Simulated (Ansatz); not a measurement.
# C2HF3O2: how energies converge with the basis set

An exercise on one series of results from a longer session: the logs are not shown, and one member is left open.

Program: Ansatz 0.2.0, Gaussian basis. Level of theory: one geometry, several basis sets. These are calculated values, not measurements.

The runs, in order: PBE0-D4/def2-SVP; ωB97M-V/def2-SVP; PBE0-D4/def2-QZVPP; ωB97M-V/def2-QZVPP; the functionals' def2-TZVPP values are taken from earlier runs.

## The geometry

An earlier PBE0-D4 in a triple-zeta def2 set relaxation fixed the geometry.

8 atoms, charge 0, spin multiplicity 1.

Atoms are counted from 1 here; the program's logs count them from 0.

Bond lengths: O1–C2 1.183 Å, C2–O3 1.369 Å, C2–H8 1.097 Å, O3–C4 1.376 Å, C4–F5 1.321 Å, C4–F6 1.322 Å, C4–F7 1.322 Å. Angles: O1–C2–O3 126.1°, O1–C2–H8 126.7°, O3–C2–H8 107.2°, C2–O3–C4 119.2°, O3–C4–F5 106.5°, O3–C4–F6 111.8°, O3–C4–F7 111.8°, F5–C4–F6 108.8°, F5–C4–F7 108.8°, F6–C4–F7 109.0°.

Set-up of the first run:

Input file in.yaml:

```yaml
crystal:
  periodic: [false, false, false]
  atoms:
    - {symbol: O, position_ang: [0.883038, -0.997584, 1.311479]}
    - {symbol: C, position_ang: [0.000714, -1.248825, 0.565324]}
    - {symbol: O, position_ang: [-0.538096, -0.398617, -0.361841]}
    - {symbol: C, position_ang: [-0.037979, 0.878257, -0.471195]}
    - {symbol: F, position_ang: [-0.729375, 1.471363, -1.427821]}
    - {symbol: F, position_ang: [-0.188702, 1.561890, 0.650810]}
    - {symbol: F, position_ang: [1.241120, 0.877186, -0.807085]}
    - {symbol: H, position_ang: [-0.538620, -2.200771, 0.484530]}
basis:
  gaussian: {orbitals: def2-SVP}
hamiltonian: {xc: pbe0, dispersion: d4}
output: {orbitals: {seedname: orbitals}}
```

Command:

```console
$ ansatz run in.yaml --threads 4 --pin off --events-out ev --progress --plain --max-ram 10444MiB
```

Among the steps run: PBE0-D4 in def2-SVP; ωB97M-V in def2-SVP; PBE0-D4 in def2-QZVPP; ωB97M-V in def2-QZVPP.

One of the session's tables, all rows but one given; the rest of the session is left out.

It belongs to the step «Density functionals: the series». 

| functional | basis | HOMO (eV) |
| --- | --- | --- |
| PBE0-D4 | def2-SVP | -9.20 |
| PBE0-D4 | def2-TZVPP | ? |
| PBE0-D4 | def2-QZVPP | -9.33 |
| ωB97M-V | def2-SVP | -11.63 |
| ωB97M-V | def2-TZVPP | -11.74 |
| ωB97M-V | def2-QZVPP | -11.78 |

Q: Estimate the row for PBE0-D4, def2-TZVPP from the others.

The run gave: HOMO (eV): -9.29. In the column «HOMO (eV)» it lies between PBE0-D4, def2-QZVPP (-9.33) and PBE0-D4, def2-SVP (-9.20).
